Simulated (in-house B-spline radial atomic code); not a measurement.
# Dy⁴⁰⁺: excited configurations

How much energy does it take to promote electrons of Dy⁴⁰⁺ to other shells? Each configuration is solved by itself and compared with the reference.

Program: in-house B-spline radial atomic code version 1. Level of theory: Dirac-Hartree-Fock, average of configuration, Fermi nucleus, basis-set limit. These are calculated values, not measurements, unless marked.

### Step 1. The system

```
element       : dysprosium (Z = 66)
charge        : +40
electrons     : 26
configuration : [Ar] 3d8
Hamiltonian   : Dirac-Coulomb
nucleus       : Fermi, rms radius 5.222 fm
```

The outer shells:

[Ar] 3d8
```
[Ar] core
3d [↑↓][↑↓][↑↓][↑ ][↑ ]
```

The boxes draw the filling by Hund's rule, which heavy ions in jj coupling don't follow; these runs average over all states of the configuration.

Settings, as recorded:

```ini
Z = 66
electrons = 26.0
configuration = [Ar] 3d8
hamiltonian = dirac
method = hf
spin_polarised = False
nucleus = fermi
rms_radius = 5.2218
mass_number = 164
atomic_mass = 163.929180819
speed_of_light = 137.035999084
```

From the earlier run of the reference: total energy -11062.366577 hartree. Levels, eight at most:

```csv
orbital,occupation,energy (eV),<r> (bohr)
2s1/2,2,-11037.7,0.08882
2p1/2,2,-10581.0,0.07415
2p3/2,4,-9772.88,0.08109
3s1/2,2,-3833.48,0.2267
3p1/2,2,-3638.36,0.2161
3p3/2,4,-3455.38,0.2277
3d3/2,3.2,-3149.15,0.1995
3d5/2,4.8,-3108.74,0.2032
```

### Step 2. Configuration [Ne] 3s2 3p5 3d8 4f1

Settings, as recorded:

```ini
Z = 66
electrons = 26.0
configuration = [Ne] 3s2 3p5 3d8 4f1
hamiltonian = dirac
method = hf
spin_polarised = False
nucleus = fermi
rms_radius = 5.2218
mass_number = 164
atomic_mass = 163.929180819
speed_of_light = 137.035999084
```

### Step 3. [Ar] 3d7 6d1

Settings: those of step 2 with these lines changed.

```diff
@@ -2,3 +2,3 @@
 electrons = 26.0
-configuration = [Ne] 3s2 3p5 3d8 4f1
+configuration = [Ar] 3d7 6d1
 hamiltonian = dirac
```

### Step 4. Run with [Ar] 3d7 7g1

Settings: those of step 3 with these lines changed.

```diff
@@ -2,3 +2,3 @@
 electrons = 26.0
-configuration = [Ar] 3d7 6d1
+configuration = [Ar] 3d7 7g1
 hamiltonian = dirac
```

### Step 5. [Ar] 3d7 4d1

Settings: those of step 4 with these lines changed.

```diff
@@ -2,3 +2,3 @@
 electrons = 26.0
-configuration = [Ar] 3d7 7g1
+configuration = [Ar] 3d7 4d1
 hamiltonian = dirac
```

### Step 6. Configuration [Ne] 3s2 3p5 3d8 6d1

Settings: those of step 5 with these lines changed.

```diff
@@ -2,3 +2,3 @@
 electrons = 26.0
-configuration = [Ar] 3d7 4d1
+configuration = [Ne] 3s2 3p5 3d8 6d1
 hamiltonian = dirac
```

Q: How far above the reference does each configuration lie (order and size, in eV)?

As calculated:

| net move | configuration | energy above the reference (eV) | with Breit, QED, recoil (eV) | largest <r> (bohr) |
| --- | --- | --- | --- | --- |
| 3d → 4d | [Ar] 3d7 4d1 | 1500.69 | 1499.30 | 0.448 |
| 3p → 4f | [Ne] 3s2 3p5 3d8 4f1 | 2024.48 | 2020.12 | 0.409 |
| 3d → 6d | [Ar] 3d7 6d1 | 2433.94 | 2432.08 | 1.15 |
| 3d → 7g | [Ar] 3d7 7g1 | 2651.99 | 2649.96 | 1.54 |
| 3p → 6d | [Ne] 3s2 3p5 3d8 6d1 | 2826.58 | 2822.22 | 1.15 |

Quantum defects of the promoted electron, δ = n − ζ/√(−2ε) with ζ = 41 and ε its orbital energy in hartree:

| promotion | δ |
| --- | --- |
| 3d → 4d | 0.244 |
| 3p → 4f | 0.081 |
| 3d → 6d | 0.232 |
| 3d → 7g | 0.021 |
| 3p → 6d | 0.231 |

What this shows: The energies run from 1500.69 eV (3d → 4d) to 2826.58 eV (3p → 6d). Of those tabulated, the defect is largest for 4d (0.24) and least for 7g (0.02); at this charge much of the defect is relativistic. Two partly filled shells share a symmetry and can mix in the average, which may lower the energy, for: 3d → 4d; 3d → 6d; 3p → 6d. These are averages over configurations, without correlation, not spectroscopic levels.
